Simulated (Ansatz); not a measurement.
# Hf3SnSe8: the cost of one run

Computed with Ansatz 0.2.0 (DFT PBE, scalar-relativistic, plane waves, PAW, unless a step's input says otherwise).

## 1. The system as given

It takes space group P2/m (No. 10, monoclinic). The conventional cell has a = 6.586 Å, b = 7.628 Å, c = 7.153 Å, α = 90.00°, β = 90.03°, γ = 90.00°. Hf (site symmetry 2) has 6 Se at 2.69 to 2.71 Å in its first shell of neighbours. Hf (site symmetry 2/m) is surrounded by 6 Se at 2.69 to 2.70 Å. Sn (site symmetry 2/m) has 6 Se at 2.74 to 2.75 Å in its first shell of neighbours. Se (site symmetry m) has 3 Hf at 2.69 to 2.70 Å in its first shell of neighbours. Se (site symmetry 1) has 2 Hf at 2.69 Å and 1 Sn at 2.75 Å in its first shell of neighbours. Se (site symmetry m) has 2 Hf at 2.71 Å and 1 Sn at 2.74 Å in its first shell of neighbours.

As a file:

```cif
data_structure
_symmetry_space_group_name_H-M 'P2/m'
_symmetry_Int_Tables_number 10
_cell_length_a 6.5864
_cell_length_b 7.6281
_cell_length_c 7.1533
_cell_angle_alpha 90.000
_cell_angle_beta 90.025
_cell_angle_gamma 90.000
_cell_volume 359.39
loop_
_atom_site_label
_atom_site_type_symbol
_atom_site_symmetry_multiplicity
_atom_site_Wyckoff_symbol
_atom_site_fract_x
_atom_site_fract_y
_atom_site_fract_z
_atom_site_occupancy
Hf1 Hf 2 i 0.00000 0.24692 0.00000 1
Hf2 Hf 1 d 0.50000 0.00000 0.00000 1
Sn1 Sn 1 e 0.50000 0.50000 0.00000 1
Se1 Se 2 m 0.83247 0.00000 0.22049 1
Se2 Se 4 o 0.32993 0.24413 0.22199 1
Se3 Se 2 n 0.84031 0.50000 0.22035 1
```

The start is the relaxed end of an invented cell (made as: elements ordered on the sites of the SnSe2 type, Sn/Hf on Sn (P2/m, No. 10)), taken up again for a closer look.

## 2. Probe: one point on a coarse mesh

input.yaml

```yaml
crystal:
  lattice:
    - [6.5864042, 0.0, 0.0]
    - [0.0, 7.628104, 0.0]
    - [-0.0031829, 0.0, 7.1532684]
  atoms:
    - { symbol: Hf, position: [0.0, 0.246919, 0.0] }
    - { symbol: Hf, position: [0.0, 0.753081, 0.0] }
    - { symbol: Hf, position: [0.5, 0.0, 0.0] }
    - { symbol: Sn, position: [0.5, 0.5, 0.0] }
    - { symbol: Se, position: [0.832473, 0.0, 0.22049] }
    - { symbol: Se, position: [0.329926, 0.244132, 0.221991] }
    - { symbol: Se, position: [0.840314, 0.5, 0.220352] }
    - { symbol: Se, position: [0.329926, 0.755868, 0.221991] }
    - { symbol: Se, position: [0.670074, 0.244132, 0.778009] }
    - { symbol: Se, position: [0.159686, 0.5, 0.779648] }
    - { symbol: Se, position: [0.670074, 0.755868, 0.778009] }
    - { symbol: Se, position: [0.167527, 0.0, 0.77951] }
basis:
  ecutwfc: 420
kpoints:
  mp_grid: { grid: [4, 2, 4] }
hamiltonian:
  xc: pbe
scf:
  occupations: { method: gaussian, width: 0.1 }
  lower_state_search: "off"
output:
  forces: true
  stress: true
  eigenvalues: true
```

Launch:

```bash
> ansatz run input.yaml --threads 4 --pin off --max-ram 8192MiB --backend cpu --events-out ev --progress --plain --runs-dir out
```

What time and memory should one allow on 4 threads of Intel Xeon 6975P-C (Granite Rapids), shared host?

About 8.2 s, with a peak of 1.7 GiB.
